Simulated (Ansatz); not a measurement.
# Silicon, A15 under BLYP: structure and ground-state energy

Aim: take silicon in the A15 structure, relax it, then solve it on a dense k-mesh. Spin polarisation is left out. The k-meshes are 5×5×5 for the relaxation; 7×7×7 for the dense run.

Program: Ansatz 0.2.0. Level of theory: DFT BLYP, plane waves (420 eV) with PAW, scalar-relativistic; PAW files made under PBE, frozen cores solved again for the functional. These are calculated values, not measurements.

**1. The structure to begin with**

The structure is cubic, space group Pm-3n (No. 223). Conventional cell: a = 4.934 Å, b = 4.934 Å, c = 4.934 Å, α = 90.00°, β = 90.00°, γ = 90.00°. Around Si (site symmetry m-3) lie 12 Si at 2.76 Å. Si (site symmetry -4m2) is surrounded by 6 Si at 2.47 to 2.76 Å.

Coordinates:

```xyz
8
Lattice="4.9341 0.0000 0.0000 0.0000 4.9341 0.0000 0.0000 0.0000 4.9341" Properties=species:S:1:pos:R:3 pbc="T T T"
Si    0.0000    0.0000    0.0000
Si    2.4671    2.4671    2.4671
Si    1.2335    0.0000    2.4671
Si    3.7006    0.0000    2.4671
Si    2.4671    1.2335    0.0000
Si    2.4671    3.7006    0.0000
Si    0.0000    2.4671    1.2335
Si    0.0000    2.4671    3.7006
```

**2. Relaxing cell and atoms**

Input file input.yaml:

```yaml
crystal:
  lattice:
    - [4.9341184017, 0.0, 0.0]
    - [0.0, 4.9341184017, 0.0]
    - [0.0, 0.0, 4.9341184017]
  atoms:
    - { symbol: Si, position: [0.0, 0.0, 0.0] }
    - { symbol: Si, position: [0.5, 0.5, 0.5] }
    - { symbol: Si, position: [0.25, 0.0, 0.5] }
    - { symbol: Si, position: [0.75, 0.0, 0.5] }
    - { symbol: Si, position: [0.5, 0.25, 0.0] }
    - { symbol: Si, position: [0.5, 0.75, 0.0] }
    - { symbol: Si, position: [0.0, 0.5, 0.25] }
    - { symbol: Si, position: [0.0, 0.5, 0.75] }
hamiltonian:
  xc: blyp
  pseudopotentials:
    kind: paw
    azcp:
      Si: "pseudopotentials/Si.paw.azcp"
basis:
  ecutwfc: 420
  fft_grid_basis: typed
kpoints:
  mp_grid: { grid: [5, 5, 5], shift: [0, 0, 0] }
magnetization:
  spin_polarized: false
scf:
  occupations: { method: fermi_dirac, width: 0.1 }
relax:
  max_steps: 60
  f_tol: 0.01
  cell: {}
output:
  write_density: true
  write_potential: true
  elf: true
  volumetric_format: npy
```

The run is started by

```console
ansatz run input.yaml --threads 4 --pin off --max-ram 8192MiB --backend cpu --events-out ev --progress --plain --runs-dir out
```

After this run come: Single point on a dense mesh.

Q: Predict the outcome of this session. Wanted: space group; conventional cell; volume; shortest distance; gap on the mesh; relative to diamond.

The runs gave:

| quantity | value |
| --- | --- |
| space group (spins left aside) | Pm-3n (No. 223) |
| conventional cell | a = 5.130 Å |
| volume | 16.878 Å³/atom |
| shortest distance | 2.565 Å |
| gap on the mesh | none (levels filled in part) |
| relative to diamond | +992 meV/atom |

**Reading.** From the guessed start the volume grew by 12.4 % in 7 steps. Against the reference form of silicon (diamond, computed apart with the same settings) it stands 992 meV/atom higher. Levels at the Fermi energy are filled in part, as in a metal. Relaxation kept the symmetry; phonons were not checked.
